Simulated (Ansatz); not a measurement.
# W: a line through a two-coordinate scan

One line of a two-coordinate grid on W (Fm-3m, No. 225; 1 atom in the cell): c/a of the conventional cell is varied, at volume per atom = 14.70 Å³.

Computed with Ansatz 0.2.0 (DFT PBEsol, scalar-relativistic, plane waves, PAW, unless a step's input says otherwise).

27 further runs of the same task are left out: 1 that didn't finish, 26 set aside as unsound or not needed.

## (1) The system as given

Symmetry: Fm-3m, No. 225, cubic system. Conventional cell: a = 3.998 Å, b = 3.998 Å, c = 3.998 Å, α = 90.00°, β = 90.00°, γ = 90.00°. W (site symmetry m-3m) is surrounded by 12 W at 2.83 Å.

Structure file:

```cif
data_structure
_symmetry_space_group_name_H-M 'Fm-3m'
_symmetry_Int_Tables_number 225
_cell_length_a 3.9983
_cell_length_b 3.9983
_cell_length_c 3.9983
_cell_angle_alpha 90.000
_cell_angle_beta 90.000
_cell_angle_gamma 90.000
_cell_volume 63.92
loop_
_atom_site_label
_atom_site_type_symbol
_atom_site_symmetry_multiplicity
_atom_site_Wyckoff_symbol
_atom_site_fract_x
_atom_site_fract_y
_atom_site_fract_z
_atom_site_occupancy
W1 W 4 a 0.00000 0.00000 0.00000 1
```

It is the result of an earlier relaxation at this level (volume 15.98 Å³/atom; gap on the mesh: none (metal)).

## (2) What is varied

The energy is mapped over volume and the cell's shape.

The axes are (1) volume per atom: 7 values from 14.70 to 17.26 Å³; (2) c/a of the conventional cell: 9 values from 0.629 to 1.167.

Nothing else is relaxed (symmetry fixes all fractional coordinates). Energies count from the relaxed crystal. Points are written as (first, second).

## (3) The run at (14.70 Å³, 0.629)

Input file input.yaml:

```yaml
crystal:
  lattice:
    - [0.0, 2.2690429817, 1.4276818441]
    - [2.2690429817, 0.0, 1.4276818441]
    - [2.2690429817, 2.2690429817, 0.0]
  atoms:
    - { symbol: W, position: [0.0, 0.0, 0.0] }
basis:
  ecutwfc: 420
kpoints:
  mp_grid: { grid: [22, 22, 22] }
hamiltonian:
  xc: pbesol
  pseudopotentials: { kind: paw, azcp: { folder: soft_1 } }
scf:
  occupations: { method: gaussian, width: 0.15 }
output:
  forces: true
  stress: true
  eigenvalues: true
```

The run is started by

```
$ ansatz run input.yaml --threads 1 --pin off --max-ram 2048MiB --backend cpu --events-out ev --progress --plain --runs-dir out
```

The session goes on with these runs: the other points of the line.

Q: Predict the outcome of this session. Wanted: for each run, c/a of the conventional cell; energy; slope; pressure.

The runs gave:

```
c/a of the conventional cell  step  energy (meV/atom)  slope (meV/atom per unit)  pressure (GPa)
                       0.629     3               −254                      −4374            26.8
                       0.680     4               −400                      −1341            24.4
                       0.734     –               −402                       1120            24.4
                       0.793     –               −281                       2709            26.3
                       0.857     5               −104                       2703            28.7
                       0.926     6                 49                       1611            29.7
                       1.000     7                110                          0            29.8
                       1.080     8                 69                       −727            30.1
                       1.167     9                 27                       −149            31.2
```

Energies count from the relaxed crystal. Rows without a step come from runs not printed here or follow by symmetry. Slopes come from the forces (and the stress, where the cell changes), not from differences of energies.

Along the line the energy is lowest at 0.734, −402 meV/atom from the zero. A fit to energies and slopes at the lowest point and its two neighbours puts the minimum at 0.7072, with a curvature of about 44000 meV/atom per (unit)². The highest point computed, at 1.000, lies 512 meV/atom above the lowest. This is one cut through a surface in two coordinates; the map's lowest point lies off it. The runs treat W without spin-orbit coupling.
